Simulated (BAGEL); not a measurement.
# AlSiH4SO (SMILES [SiH3][O][Al][SH]): ROHF/6-31G(d) (density fitting with qzvpp-jkfit, spherical functions)

Aim: the vertical doublet–quartet gap of AlSiH4SO at ROHF/6-31G* (density fitting with qzvpp-jkfit, spherical functions), from 2 runs. 

The results are computed with BAGEL 1.2.2.

1 further run of the same task is left out (set aside as unsound or not needed).

**1. Starting point**

AlSiH4SO has 8 atoms, charge 0, and is taken as a doublet. As SMILES, `[SiH3][O][Al][SH]`. The coordinates come from a PBE0-D4/def2-TZVP relaxation. This is one conformer, not always the lowest.

Bond lengths: Si1–O2 1.627 Å, O2–Al3 1.685 Å, Al3–S4 2.204 Å, Si1–H5 1.487 Å, Si1–H6 1.487 Å, Si1–H7 1.487 Å, S4–H8 1.347 Å. Angles: Si1–O2–Al3 171.2°, O2–Al3–S4 117.4°, O2–Si1–H5 109.8°, O2–Si1–H6 110.3°, O2–Si1–H7 110.1°, Al3–S4–H8 91.1°, H5–Si1–H6 108.8°, H5–Si1–H7 108.9°, H6–Si1–H7 108.9°.

**2. A single-point energy at ROHF/6-31G(d) (density fitting with qzvpp-jkfit, spherical functions)**

File input.json:

```json
{ "bagel": [

{
  "title": "molecule",
  "basis": "6-31gs.json",
  "df_basis": "qzvpp-jkfit",
  "angstrom": true,
  "geometry": [
    { "atom": "Si", "xyz": [   -0.153900,    1.473700,   -0.237300 ] },
    { "atom": "O", "xyz": [    0.275800,    0.039900,    0.401500 ] },
    { "atom": "Al", "xyz": [    0.821700,   -1.305500,    1.256700 ] },
    { "atom": "S", "xyz": [    0.335700,   -3.294000,    0.439800 ] },
    { "atom": "H", "xyz": [   -1.124000,    1.261000,   -1.343900 ] },
    { "atom": "H", "xyz": [   -0.788200,    2.330800,    0.799100 ] },
    { "atom": "H", "xyz": [    1.042900,    2.173300,   -0.774500 ] },
    { "atom": "H", "xyz": [   -0.317600,   -2.736300,   -0.597200 ] }
  ]
},
{
  "title": "rohf",
  "nopen": 1
},
{
  "title": "print",
  "file": "orbitals.molden",
  "orbitals": true
}

]}
```

The basis set 6-31G* is read from a file made from the Basis Set Exchange's data (not shown).

On the command line:

```
$ BAGEL_NUM_THREADS=1 BAGEL input.json > input.out
```

The log of the run:

```text
* using 1 threads per process

  ===============================================================
  ===============================================================

  *** Geometry ***

  { "atom" : "Si", "xyz" : [     -0.290829,      2.784889,     -0.448432 ] },
  { "atom" : "O", "xyz" : [      0.521186,      0.075400,      0.758725 ] },
  { "atom" : "Al", "xyz" : [      1.552788,     -2.467037,      2.374819 ] },
  { "atom" : "S", "xyz" : [      0.634381,     -6.224758,      0.831102 ] },
  { "atom" : "H", "xyz" : [     -2.124052,      2.382945,     -2.539603 ] },
  { "atom" : "H", "xyz" : [     -1.489482,      4.404574,      1.510080 ] },
  { "atom" : "H", "xyz" : [      1.970795,      4.106942,     -1.463593 ] },
  { "atom" : "H", "xyz" : [     -0.600177,     -5.170858,     -1.128544 ] },

  Number of auxiliary basis functions:      533

  Since a DF basis is specified, we compute 2- and 3-index integrals:
    o Being stored without compression. Storage requirement is 0.025 GB

  Number of basis functions:       76
  Number of electrons      :       55

    * METHOD: MOLECULE                             0.31

  *** Open-shell HF ***

  === Nuclear Repulsion ===
   235.6961669226

      * DIIS with orbital gradients will be used.

  === ROHF iteration (6-31gs.json) ===
      0      -1005.37858584          0.04299696           0.16
      1      -1005.50228863          0.03537013           0.16
      2      -1005.56587895          0.02475317           0.16
      3      -1005.63017962          0.00146454           0.16
      4      -1005.63180921          0.00048396           0.16
      5      -1005.63213381          0.00015755           0.16
      6      -1005.63219633          0.00004351           0.16
      7      -1005.63221005          0.00001019           0.16
      8      -1005.63221303          0.00000293           0.16
      9      -1005.63221354          0.00000126           0.15
     10      -1005.63221357          0.00000056           0.16
     11      -1005.63221358          0.00000018           0.16
     12      -1005.63221358          0.00000007           0.16
     13      -1005.63221359          0.00000003           0.16
     14      -1005.63221359          0.00000001           0.16
     15      -1005.63221359          0.00000000           0.16
    * SCF iteration converged.

    * S^2 (ROHF) is 0.7500

    * Permanent dipole moment:
           (   -0.095378,    -0.601466,    -0.168023) a.u.

    * METHOD: ROHF                                 2.76

    * METHOD: PRINT                                0.01

  ===============================================================
```

It took 3.3 s on 1 thread of Arm Neoverse V1, shared host; peak memory 0.12 GiB.

**3. The quartet at the same level**

File calc.json:

```json
{ "bagel": [

{
  "title": "molecule",
  "basis": "6-31gs.json",
  "df_basis": "qzvpp-jkfit",
  "angstrom": true,
  "geometry": [
    { "atom": "Si", "xyz": [      -0.153900,       1.473700,      -0.237300 ] },
    { "atom": "O", "xyz": [       0.275800,       0.039900,       0.401500 ] },
    { "atom": "Al", "xyz": [       0.821700,      -1.305500,       1.256700 ] },
    { "atom": "S", "xyz": [       0.335700,      -3.294000,       0.439800 ] },
    { "atom": "H", "xyz": [      -1.124000,       1.261000,      -1.343900 ] },
    { "atom": "H", "xyz": [      -0.788200,       2.330800,       0.799100 ] },
    { "atom": "H", "xyz": [       1.042900,       2.173300,      -0.774500 ] },
    { "atom": "H", "xyz": [      -0.317600,      -2.736300,      -0.597200 ] }
  ]
},

{
  "title": "rohf",
  "nopen": 3
},

{
  "title": "print",
  "file": "orbitals.molden",
  "orbitals": true
}

]}
```

The basis set 6-31G* is read from a file made from the Basis Set Exchange's data (not shown).

On the command line:

```
$ BAGEL_NUM_THREADS=1 BAGEL calc.json > calc.out
```

The log of the run:

```text
* using 1 threads per process

  ===============================================================
  ===============================================================

  *** Geometry ***

  { "atom" : "Si", "xyz" : [     -0.290829,      2.784889,     -0.448432 ] },
  { "atom" : "O", "xyz" : [      0.521186,      0.075400,      0.758725 ] },
  { "atom" : "Al", "xyz" : [      1.552788,     -2.467037,      2.374819 ] },
  { "atom" : "S", "xyz" : [      0.634381,     -6.224758,      0.831102 ] },
  { "atom" : "H", "xyz" : [     -2.124052,      2.382945,     -2.539603 ] },
  { "atom" : "H", "xyz" : [     -1.489482,      4.404574,      1.510080 ] },
  { "atom" : "H", "xyz" : [      1.970795,      4.106942,     -1.463593 ] },
  { "atom" : "H", "xyz" : [     -0.600177,     -5.170858,     -1.128544 ] },

  Number of auxiliary basis functions:      533

  Since a DF basis is specified, we compute 2- and 3-index integrals:
    o Being stored without compression. Storage requirement is 0.025 GB

  Number of basis functions:       76
  Number of electrons      :       55

    * METHOD: MOLECULE                             0.31

  *** Open-shell HF ***

  === Nuclear Repulsion ===
   235.6961669226

      * DIIS with orbital gradients will be used.

  === ROHF iteration (6-31gs.json) ===
      0      -1005.15264881          0.04546053           0.16
      1      -1005.29269748          0.03926618           0.16
      2      -1005.37549064          0.02827725           0.16
      3      -1005.46217282          0.00168219           0.16
      4      -1005.46408582          0.00049019           0.16
      5      -1005.46437817          0.00015044           0.16
      6      -1005.46442068          0.00003452           0.16
      7      -1005.46443055          0.00000881           0.16
      8      -1005.46443146          0.00000271           0.16
      9      -1005.46443165          0.00000108           0.16
     10      -1005.46443165          0.00000058           0.16
     11      -1005.46443166          0.00000030           0.16
     12      -1005.46443166          0.00000019           0.16
     13      -1005.46443166          0.00000012           0.15
     14      -1005.46443166          0.00000007           0.16
     15      -1005.46443166          0.00000005           0.17
     16      -1005.46443166          0.00000004           0.16
     17      -1005.46443166          0.00000002           0.16
     18      -1005.46443166          0.00000001           0.16
    * SCF iteration converged.

    * S^2 (ROHF) is 3.7500

    * Permanent dipole moment:
           (    0.523049,     1.765238,     0.868034) a.u.

    * METHOD: ROHF                                 3.25

    * METHOD: PRINT                                0.01

  ===============================================================
```

Run time: 3.9 s. Hardware: 1 thread of Arm Neoverse V1, shared host; peak memory 0.12 GiB.

**4. What came out**

At ROHF/6-31G* (density fitting with qzvpp-jkfit, spherical functions):

| quantity | value |
| --- | --- |
| doublet: total energy | -1005.63221 Eh |
| doublet: dipole moment | 1.61 D |
| doublet: ⟨S²⟩ | 0.750 |
| quartet: total energy | -1005.46443 Eh |
| quartet: dipole moment | 5.17 D |
| quartet: ⟨S²⟩ | 3.750 |
| vertical energy of the quartet above the doublet | 4.566 eV |

What this shows: At this shape the quartet lies 4.57 eV (105 kcal/mol) above the doublet.
